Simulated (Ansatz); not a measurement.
Runs of Ansatz 0.2.0 on BiTe. Symmetry: Fm-3m, No. 225, cubic system. Conventional cell: a = 6.470 Å, b = 6.470 Å, c = 6.470 Å, α = 90.00°, β = 90.00°, γ = 90.00°. Bi (site symmetry m-3m) has 6 Te at 3.23 Å as nearest neighbours. Around Te (site symmetry m-3m) lie 6 Bi at 3.23 Å. 

```csv
task,level,cell,k mesh,smearing,atoms under strain,gap on the mesh (eV),pressure (GPa),relaxed volume (Å³/atom)
relaxation of cell and atoms,BLYP+D3(BJ),relaxed,7 × 7 × 7,fermi-dirac 0.05 eV,-,none,0.0,33.29
single point,PBE,as given,7 × 7 × 7,gaussian 0.029 eV,-,none,1.0,-
phonons,LDA,as given,5 × 5 × 5,fermi-dirac 0.05 eV,-,none,-,-
single point,PBE,as given,7 × 7 × 7,gaussian 0.03 eV,-,none,1.0,-
relaxation of cell and atoms,BLYP+D4,relaxed,7 × 7 × 7,fermi-dirac 0.05 eV,-,none,0.0,33.97
phonons,PBE,as given,5 × 5 × 5,fermi-dirac 0.05 eV,-,none,-,-
elastic constants,LDA,as given,5 × 5 × 5,fermi-dirac 0.05 eV,relaxed,none,(a),-
```

Alike in all rows: potentials or basis Ansatz PAW; no spin polarisation; cutoff (eV) 420.

**Question.** Estimate the missing entries.

**Answer.** (a) -2.9.

Caveats: spin-orbit coupling is left out, which moves the levels of the heavy elements; the PAW data sets come from PBE, with cores solved anew for the run's functional, which leaves a small shift of forces and pressure (some runs); the plane-wave basis is chosen anew once the cell has moved, so the energies of steps on either side of that aren't comparable (some runs); pairwise dispersion overbinds metals, which lowers pressure and volume (some runs); elastic constants of metals need much finer meshes, so these are rough (some runs).

A k mesh can miss the band edges, and the runs leave out spin-orbit coupling on Bi, Te.

A gap of «none» marks a metal or a gap under the smearing width.
